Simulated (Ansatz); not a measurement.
# NH₃Br (doublet): wave-function methods side by side at distance N1–H4 along a hydrogen transfer = 1.012 Å, cc-pVDZ

An exercise on one series of results from a longer session: the logs are not shown, and one member is left open.

Method: cc-pVDZ, core rule «outside noble gas», up to 15 orbitals frozen; program: Ansatz 0.2.0, Gaussian basis.

Plan: UHF; CCSD(T) on ROHF; CCSD(T) on UHF; BCCD(T) on ROHF; CISD; CCSDT(Q) on ROHF; CCSDT(Q) on UHF; CASSCF and MRCISD+Q, 3 electrons in 3 orbitals; CASSCF and NEVPT2, 3 electrons in 3 orbitals; CASSCF and NEVPT2, 15 electrons in 11 orbitals.

5 further runs of the same task are left out: 2 for a mislabelled method, 2 that didn't finish, 1 set aside as unsound or not needed.

### The geometry

The geometry derives from fragments relaxed apart (PBE0/def2-TZVP) and kept rigid, so it is no stationary point. A hydrogen atom is moved between rigid fragments. No spin-orbit coupling is included. The filled d shell of Br may be among the frozen orbitals whatever the setting's name suggests; the logs give the count.

5 atoms, charge 0, spin multiplicity 2.

Atoms are counted from 1 here; the program's logs count them from 0.

Bond lengths: N1–H2 1.012 Å, N1–H3 1.012 Å, N1–H4 1.012 Å. Angles: H2–N1–H3 107.1°, H2–N1–H4 107.1°, H3–N1–H4 107.1°.

Set-up of the first run:

The input, in.yaml:

```yaml
crystal:
  periodic: [false, false, false]
  atoms:
    - {symbol: N, position_ang: [-2.354450, -0.005881, -0.009153]}
    - {symbol: H, position_ang: [-2.651730, 0.961952, -0.009152]}
    - {symbol: H, position_ang: [-2.651730, -0.408181, 0.871107]}
    - {symbol: H, position_ang: [-1.341990, -0.005881, -0.009153]}
    - {symbol: Br, position_ang: [0.496550, -0.005880, -0.009153]}
basis:
  gaussian: {orbitals: cc-pVDZ}
magnetization: {spin_polarized: true, initial_magnetization: 1}
hamiltonian: {xc: hf}
output: {orbitals: {seedname: orbitals}}
```

On the command line:

```console
$ ansatz run in.yaml --threads 1 --pin off --events-out ev --progress --plain --max-ram 2393MiB
```

Among the steps run: UHF; CCSD(T) on ROHF; CCSD(T) on UHF; BCCD(T) on ROHF; CISD; CCSDT(Q) on ROHF; CCSDT(Q) on UHF; CASSCF and MRCISD+Q, 3 electrons in 3 orbitals; CASSCF and NEVPT2, 3 electrons in 3 orbitals; CASSCF and NEVPT2, 15 electrons in 11 orbitals.

One of the session's tables, all rows but one given; the rest of the session is left out.

```
        method  from UCCSDT(Q) (kJ/mol)
          ROHF                   +866.9
           UHF                   +854.4
          RMP2                    +95.1
          UMP2                    +96.3
          CISD                    +91.5
         RCCSD                    +19.0
         UCCSD                    +18.6
      RCCSD(T)                     +3.1
      UCCSD(T)                     +2.9
       BCCD(T)                     +3.1
        RCCSDT                     +1.6
        UCCSDT                        ?
     RCCSDT(Q)                     +0.2
     UCCSDT(Q)                        0
CASSCF valence                   +665.4
NEVPT2 valence                   +142.6
```

Estimate the missing values for UCCSDT.

As computed: from UCCSDT(Q) (kJ/mol): +1.5. In the column «from UCCSDT(Q) (kJ/mol)» it lies between RCCSDT(Q) (+0.2) and RCCSDT (+1.6).

Left out of the table: CASSCF pair, NEVPT2 pair, MRCISD pair, MRCISD+Q pair (the active space lost an orbital or holds another state than full CI finds).

Caveats from the session: Restricted and unrestricted rows rest on different reference determinants; where their highest levels disagree by more than a few hundredths of an eV, they describe different states and don't form one ladder. Warnings in the runs' records: passed over end.
